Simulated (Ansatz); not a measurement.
# PdTe: the cost of one run

Program: Ansatz 0.2.0. Level of theory: DFT LDA+U (U_eff = 1 eV on Pd d), plane waves, PAW. These are calculated values, not measurements.

## Step 1: The structure to begin with

Symmetry: P6_3/mmc, No. 194, hexagonal system. The conventional cell has a = 4.152 Å, b = 4.152 Å, c = 5.672 Å, α = 90.00°, β = 90.00°, γ = 120.00°. Te (site symmetry -6m2) is surrounded by 6 Pd at 2.79 Å. Pd (site symmetry -3m) is surrounded by 6 Te at 2.79 Å and 2 Pd at 2.84 Å.

Structure file:

```cif
data_structure
_symmetry_space_group_name_H-M 'P 1'
_symmetry_Int_Tables_number 1
_cell_length_a 4.1521
_cell_length_b 4.1521
_cell_length_c 5.6719
_cell_angle_alpha 90.000
_cell_angle_beta 90.000
_cell_angle_gamma 120.000
_cell_volume 84.68
loop_
_atom_site_label
_atom_site_type_symbol
_atom_site_fract_x
_atom_site_fract_y
_atom_site_fract_z
_atom_site_occupancy
Te1 Te 0.33333 0.66667 0.25000 1
Te2 Te 0.66667 0.33333 0.75000 1
Pd1 Pd 0.00000 0.00000 0.00000 1
Pd2 Pd 0.00000 0.00000 0.50000 1
```

An earlier series on this cell reached its lowest free state from «ferromagnetic start, free, symmetry kept, no search», perhaps among other starts (it ended without moments).

## Step 2: Antiferromagnetic site moments held at first, then free

File input.yaml:

```yaml
crystal:
  lattice:
    - [4.15209743, 0.0, 0.0]
    - [-2.07604871, 3.59582185, 0.0]
    - [0.0, 0.0, 5.6718989]
  atoms:
    - { symbol: Te, position: [0.3333333333, 0.6666666667, 0.25] }
    - { symbol: Te, position: [0.6666666667, 0.3333333333, 0.75] }
    - { symbol: Pd, position: [0.0, 0.0, 0.0], spin: 2.0 }
    - { symbol: Pd, position: [0.0, 0.0, 0.5], spin: -2.0 }
basis:
  ecutwfc: 420
  ecutrho_ratio: 4
kpoints:
  mp_grid: { grid: [5, 5, 4] }
hamiltonian:
  xc: lda
  hubbard:
    sites:
      - { site: 2, l: d, u_eff: 1.0, starting_ns: [{ spin: up, occupation_matrix: s2up }, { spin: down, occupation_matrix: s2down }] }
      - { site: 3, l: d, u_eff: 1.0, starting_ns: [{ spin: up, occupation_matrix: s3up }, { spin: down, occupation_matrix: s3down }] }
    occupation_matrices:
      s2up:
        matrix:
          - [0.97, 0.0, 0.0, 0.0, 0.0]
          - [0.0, 0.97, 0.0, 0.0, 0.0]
          - [0.0, 0.0, 0.97, 0.0, 0.0]
          - [0.0, 0.0, 0.0, 0.97, 0.0]
          - [0.0, 0.0, 0.0, 0.0, 0.97]
      s2down:
        matrix:
          - [0.97, 0.0, 0.0, 0.0, 0.0]
          - [0.0, 0.43399, 0.0, 0.0, -0.47106]
          - [0.0, 0.0, 0.43532, -0.47124, 0.0]
          - [0.0, 0.0, -0.47124, 0.55468, 0.0]
          - [0.0, -0.47106, 0.0, 0.0, 0.55601]
      s3up:
        matrix:
          - [0.97, 0.0, 0.0, 0.0, 0.0]
          - [0.0, 0.43399, 0.0, 0.0, 0.47106]
          - [0.0, 0.0, 0.43532, 0.47124, 0.0]
          - [0.0, 0.0, 0.47124, 0.55468, 0.0]
          - [0.0, 0.47106, 0.0, 0.0, 0.55601]
      s3down:
        matrix:
          - [0.97, 0.0, 0.0, 0.0, 0.0]
          - [0.0, 0.97, 0.0, 0.0, 0.0]
          - [0.0, 0.0, 0.97, 0.0, 0.0]
          - [0.0, 0.0, 0.0, 0.97, 0.0]
          - [0.0, 0.0, 0.0, 0.0, 0.97]
    ns_hold: { iters: 8 }
scf:
  occupations: { method: gaussian, width: 0.05 }
  lower_state_search: "off"
  max_iter: 150
output:
  forces: true
  stress: true
  eigenvalues: true
  populations: true
  hubbard: { sites: [{ site: 2, l: d }, { site: 3, l: d }] }
magnetization:
  spin_polarized: true
  spin_locking: { lock_spins: true, n_iters: 12 }
```

The typed matrices put 0.97 on the chosen orbitals and 0.02 on the others, and are held for 8 cycles. The lock is temporary (n_iters 12) and is released on the way.

On the command line:

```
ansatz run input.yaml --threads 2 --pin off --max-ram 3072MiB --backend cpu --events-out ev --progress --plain --runs-dir out
```

**Question.** How long does this run take on 2 threads of Arm Neoverse V1, shared host, and how much memory does it need?

About 24 s, with a peak of 0.53 GiB.
